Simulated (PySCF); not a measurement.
# Cr(OH)2: singlet, from a linear start

The task is one start of a wider search on Cr(OH)2: the singlet, from a linear start. It is relaxed, tested by its Hessian and followed downhill if it is a saddle.

Computed with PySCF 2.14.0. Level: PBE0, basis Cr def2-TZVP, O def2-TZVP, H def2-TZVP, no relativity, density fitting.

## 1. The starting structure

5 atoms, charge 0, spin multiplicity 1.

Bond lengths: Cr1–O2 1.850 Å, Cr1–O3 1.850 Å, O2–H4 0.960 Å, O3–H5 0.960 Å. Angles: O2–Cr1–O3 180.0°, Cr1–O2–H4 130.0°, Cr1–O3–H5 130.0°.

```xyz
5
charge 0 multiplicity 1
Cr    0.0000    0.0000    0.0000
O     0.0000    0.0000    1.8500
O     0.0000    0.0000   -1.8500
H    -0.7354    0.0000    2.4671
H     0.7354    0.0000   -2.4671
```

## 2. Linear start, singlet: relaxation

One driver script runs all steps and calls PySCF; scf.py shows how it sets up the SCF of each step. The optimiser is the driver's own. Before each start the driver seeks the lowest SCF state from one or more starting densities and follows internal instabilities, so scf.py alone need not reach the same state.

The program finds C2h symmetry in the start, which this walk keeps.

scf.py reads:

```python
from pyscf import gto, scf, dft
mol = gto.M(atom='''
Cr     0.000000     0.000000     0.000000
O     -0.000000     0.000000     1.850000
O      0.000000     0.000000    -1.850000
H     -0.735400     0.000000     2.467100
H      0.735400     0.000000    -2.467100''',
    basis={'Cr': 'def2-TZVP', 'O': 'def2-TZVP', 'H': 'def2-TZVP'},
    charge=0, spin=0)
mf = dft.RKS(mol, xc='PBE0')
mf.grids.atom_grid = (50, 194)
aux = {'Cr': 'def2-universal-JKFIT', 'O': 'def2-universal-JKFIT', 'H': 'def2-universal-JKFIT'}
mf = mf.density_fit(auxbasis=aux)
mf.kernel()
```

Energy and gradient, step by step:

```csv
step,energy (Eh),change (kJ/mol),largest symmetric gradient (Eh/bohr)
0,-1195.747879,0.00,0.03810
1,-1195.755608,-20.29,0.01624
2,-1195.759054,-29.34,0.01384
3,-1195.761130,-34.79,0.01213
4,-1195.764461,-43.54,0.02307
5,-1195.765692,-46.77,0.01294
6,-1195.766646,-49.27,0.00456
7,-1195.767033,-50.29,0.01117
8,-1195.767206,-50.74,0.00380
9,-1195.767296,-50.98,0.00043
10,-1195.767310,-51.02,0.00056
11,-1195.767311,-51.02,0.00001
```

The walk needed 14 s of wall time on 4 threads, shared host.

After 11 steps and 51.0 kJ/mol it ends at D∞h: Cr–O 1.712 Å (×2), O–H 0.955 Å (×2); Cr–O–H 180.0° (×2), O–Cr–O 180.0°.

## 3. Vibrations and properties at this point

The point is checked on the finer grid, and tightened if its gradient asks for it. The Hessian and the dipole derivatives come from central differences of analytic gradients, with steps of 0.01 bohr.

Changes to scf.py since step 2:

```diff
@@ -3,5 +3,5 @@
-Cr     0.000000     0.000000     0.000000
-O     -0.000000     0.000000     1.850000
-O      0.000000     0.000000    -1.850000
-H     -0.735400     0.000000     2.467100
-H      0.735400     0.000000    -2.467100''',
+Cr    -0.000000     0.000000     0.000000
+O     -0.343359     0.000000     1.677532
+O      0.343359     0.000000    -1.677532
+H     -0.534826     0.000000     2.612968
+H      0.534826     0.000000    -2.612968''',
@@ -11 +11 @@
-mf.grids.atom_grid = (50, 194)
+mf.grids.atom_grid = (75, 302)
```

The driver hands on the density of the step before, so the log starts near convergence.

SCF at the final geometry:

```text
init E= -1195.76738538684
  HOMO = -0.207440352757509  LUMO = -0.0896508562741781  gap/eV = 3.20522
cycle= 1 E= -1195.76738538619  delta_E= 6.55e-10  |g|= 6.85e-05  |ddm|= 4.19e-05
  HOMO = -0.207454653661451  LUMO = -0.0896714364233699  gap/eV = 3.20504
cycle= 2 E= -1195.76738537959  delta_E= 6.6e-09  |g|= 0.000212  |ddm|= 0.000129
  HOMO = -0.20744212511736  LUMO = -0.0896536223597598  gap/eV = 3.20519
cycle= 3 E= -1195.76738538695  delta_E= -7.37e-09  |g|= 1.5e-05  |ddm|= 0.000103
  HOMO = -0.207443211673649  LUMO = -0.0896550567608597  gap/eV = 3.20518
cycle= 4 E= -1195.76738538699  delta_E= -3.87e-11  |g|= 2.13e-06  |ddm|= 9.23e-06
  HOMO = -0.207443249084363  LUMO = -0.0896550980003488  gap/eV = 3.20518
Extra cycle  E= -1195.767385387  delta_E= -9.78e-12  |g|= 3.63e-06  |ddm|= 8.75e-06
converged SCF energy = -1195.767385387
```

The whole step took 17 s.

Geometry: D∞h; Cr–O 1.712 Å (×2), O–H 0.955 Å (×2); Cr–O–H 180.0° (×2), O–Cr–O 180.0°.

Modes, for the most abundant isotopes:

```
symmetry  ω (cm⁻¹)  IR (km/mol)
      πu       94i         52.9
      πg       384          0.0
      πu       583          317
     σg+       714          0.0
     σu+       869          267
     σu+      3938          391
     σg+      3942          0.0
```

With 2 modes imaginary (up to 94i cm⁻¹) this point is a saddle.

Properties at this point:

* Dipole moment: 0.00 D
* Highest occupied level: -5.64 eV
* Lowest empty level: -2.44 eV
* Rotational constants: 0.1559 cm⁻¹
* Zero-point energy (real modes): 68.2 kJ/mol
* Principal polarisabilities: 30.6, 30.6, 54.1 bohr³
* Atomisation energy without zero-point energy: 1319 kJ/mol
* Principal traceless quadrupole moments about the centre of mass: -5.92, -5.92, 11.84 D Å

Charges (e) and bond orders:

```
atom  Mulliken  Löwdin  polar tensor  Mayer order to Cr1
 Cr1      0.88    0.33          0.89                   –
O2,3     -0.78   -0.33         -0.76                1.06
H4,5      0.33    0.17          0.32                0.02
```

Mulliken populations on Cr1: s 6.74, p 12.19, d 4.18, f 0.01.

## 4. Following the imaginary mode

The atoms are moved a little along the softest imaginary mode and relaxed again.

The program finds C2v symmetry in the start, which this walk keeps.

Changes to scf.py since step 3:

```diff
@@ -3,5 +3,5 @@
-Cr    -0.000000     0.000000     0.000000
-O     -0.343359     0.000000     1.677532
-O      0.343359     0.000000    -1.677532
-H     -0.534826     0.000000     2.612968
-H      0.534826     0.000000    -2.612968''',
+Cr     0.045119    -0.002592     0.009235
+O     -0.401209     0.003323     1.665691
+O      0.285510     0.003323    -1.689373
+H     -0.779361     0.014048     2.562917
+H      0.290290     0.014048    -2.663020''',
@@ -11 +11 @@
-mf.grids.atom_grid = (75, 302)
+mf.grids.atom_grid = (50, 194)
```

The optimiser's trace:

```csv
step,energy (Eh),change (kJ/mol),largest symmetric gradient (Eh/bohr)
0,-1195.766834,0.00,0.01862
1,-1195.767526,-1.82,0.00342
2,-1195.767556,-1.90,0.00100
3,-1195.767586,-1.97,0.00185
4,-1195.767661,-2.17,0.00622
5,-1195.767726,-2.34,0.00757
6,-1195.767891,-2.78,0.00752
7,-1195.768165,-3.50,0.00290
8,-1195.768192,-3.56,0.01292
9,-1195.768516,-4.42,0.00209
10,-1195.768617,-4.68,0.00270
11,-1195.768651,-4.77,0.00523
12,-1195.768698,-4.89,0.00251
13,-1195.768745,-5.02,0.00068
14,-1195.768772,-5.09,0.00128
15,-1195.768778,-5.10,0.00051
16,-1195.768779,-5.11,0.00031
17,-1195.768780,-5.11,0.00005
```

The walk took 19 s.

It settles in C2v symmetry, 5.1 kJ/mol below the start, after 17 steps: Cr–O 1.719 Å (×2), O–H 0.956 Å (×2); Cr–O–H 150.9° (×2), O–Cr–O 152.7°.

## 5. Frequencies

As before: finer grid, then central differences.

Changes to scf.py since step 4:

```diff
@@ -3,5 +3,5 @@
-Cr     0.045119    -0.002592     0.009235
-O     -0.401209     0.003323     1.665691
-O      0.285510     0.003323    -1.689373
-H     -0.779361     0.014048     2.562917
-H      0.290290     0.014048    -2.663020''',
+Cr     0.171926    -0.009877     0.035190
+O     -0.559915     0.012926     1.590160
+O      0.109891     0.012926    -1.682272
+H     -1.334949     0.049358     2.148516
+H     -0.383436     0.049358    -2.500237''',
@@ -11 +11 @@
-mf.grids.atom_grid = (50, 194)
+mf.grids.atom_grid = (75, 302)
```

SCF at the final geometry:

```text
init E= -1195.76881202829
  HOMO = -0.206590286854256  LUMO = -0.0837648358634157  gap/eV = 3.34225
cycle= 1 E= -1195.76881202566  delta_E= 2.63e-09  |g|= 0.000136  |ddm|= 9.29e-05
  HOMO = -0.206550416861292  LUMO = -0.083711069993542  gap/eV = 3.34263
cycle= 2 E= -1195.76881199737  delta_E= 2.83e-08  |g|= 0.000441  |ddm|= 0.000289
  HOMO = -0.206580091149045  LUMO = -0.083751155414368  gap/eV = 3.34235
cycle= 3 E= -1195.76881202857  delta_E= -3.12e-08  |g|= 1.29e-05  |ddm|= 0.000219
  HOMO = -0.206580624042795  LUMO = -0.0837518139814575  gap/eV = 3.34234
cycle= 4 E= -1195.76881202859  delta_E= -2.77e-11  |g|= 4.92e-07  |ddm|= 6.41e-06
  HOMO = -0.206580458888743  LUMO = -0.0837516090299217  gap/eV = 3.34234
Extra cycle  E= -1195.76881202859  delta_E= 1.36e-12  |g|= 1.45e-06  |ddm|= 1.49e-06
converged SCF energy = -1195.76881202859
```

The whole step took 30 s.

Geometry: C2v; Cr–O 1.719 Å (×2), O–H 0.956 Å (×2); Cr–O–H 150.9° (×2), O–Cr–O 152.7°.

Harmonic modes (main isotopes):

| ω (cm⁻¹) | IR (km/mol) |
| --- | --- |
| 112 | 4.8 |
| 390 | 0.0 |
| 464 | 133 |
| 554 | 182 |
| 584 | 42.1 |
| 728 | 54.2 |
| 848 | 222 |
| 3927 | 256 |
| 3932 | 83.6 |

All wavenumbers are real: a minimum.

Here the density breaks the symmetry of the frame, and no labels are given.

Properties at this point:

```yaml
Dipole_moment: 1.43 D
Highest_occupied_level: -5.62 eV
Lowest_empty_level: -2.28 eV
Rotational_constants: 3.474, 0.1676, 0.1599 cm⁻¹
Zero-point_energy: 69.0 kJ/mol
Principal_polarisabilities: 31.8, 36.6, 50.5 bohr³
Atomisation_energy_without_zero-point_energy: 1323 kJ/mol
Principal_traceless_quadrupole_moments_about_the_centre_of_mass: -4.85, 0.34, 4.51 D Å
Entropy_at_298.15_K_and_1_bar: 279.2 J/(mol K)
Heat_capacity_Cp_at_298.15_K: 68.0 J/(mol K)
Enthalpy_at_298.15_K_above_0_K: 14.66 kJ/mol
Rotational_symmetry_number: 2
```

Charges (e) and bond orders:

```
atom  Mulliken  Löwdin  polar tensor  Mayer order to Cr1
 Cr1      0.89    0.31          0.98                   –
O2,3     -0.78   -0.32         -0.79                1.08
H4,5      0.33    0.17          0.30                0.01
```

Outer orbital energies (eV). occupied: -15.20, -13.56, -10.21, -10.11, -9.59, -9.42, -6.77, -5.62; empty: -2.28, -1.49, -1.23, -0.18.

Mulliken populations on Cr1: s 6.67, p 12.16, d 4.27, f 0.01.

## 6. Would spin polarisation lower it?

At the lowest minimum the closed shell is tested against spin polarisation, on the (50, 194) grid. It is unstable: an open-shell solution lies lower. That solution was not followed to a minimum here.

## 7. All stationary points

| spin | group | bonds | imaginary modes (cm⁻¹) | ΔE (kJ/mol) | with zero-point energy |
| --- | --- | --- | --- | --- | --- |
| singlet | C2v (density of lower symmetry) | Cr–O 1.719 Å (×2), O–H 0.956 Å (×2) | none | 0.0 | 0.0 |
| singlet | D∞h | Cr–O 1.712 Å (×2), O–H 0.955 Å (×2) | 94i, 94i | 3.7 | – |

## 8. What came out

| quantity | value |
| --- | --- |
| minimum | singlet, C2v (closed shell, unstable towards spin polarisation) |
| geometry | Cr–O 1.719 Å (×2), O–H 0.956 Å (×2); Cr–O–H 150.9° (×2), O–Cr–O 152.7° |
| wavenumbers (cm⁻¹) | 112, 390, 464, 554, 584, 728, 848, 3927, 3932 |
| dipole moment | 1.43 D |
| highest occupied, lowest empty level | -5.62, -2.28 eV |
| polar-tensor charge of Cr1 | +0.98 e |
| zero-point energy | 69.0 kJ/mol |

In words: The linear start (C2h) ends in a minimum of C2v symmetry, after a stop at a second-order saddle point 3.7 kJ/mol higher, from which it was pushed off along an imaginary mode. In the infrared the band at 3927 cm⁻¹ leads. Other starts or spin states, not run here, may lie lower. The SCF density has lower symmetry than the nuclear frame. Spin polarisation would lower this closed shell, so its numbers describe a constrained state.

The search up to here needed 89 s of wall time on 4 threads, shared host.
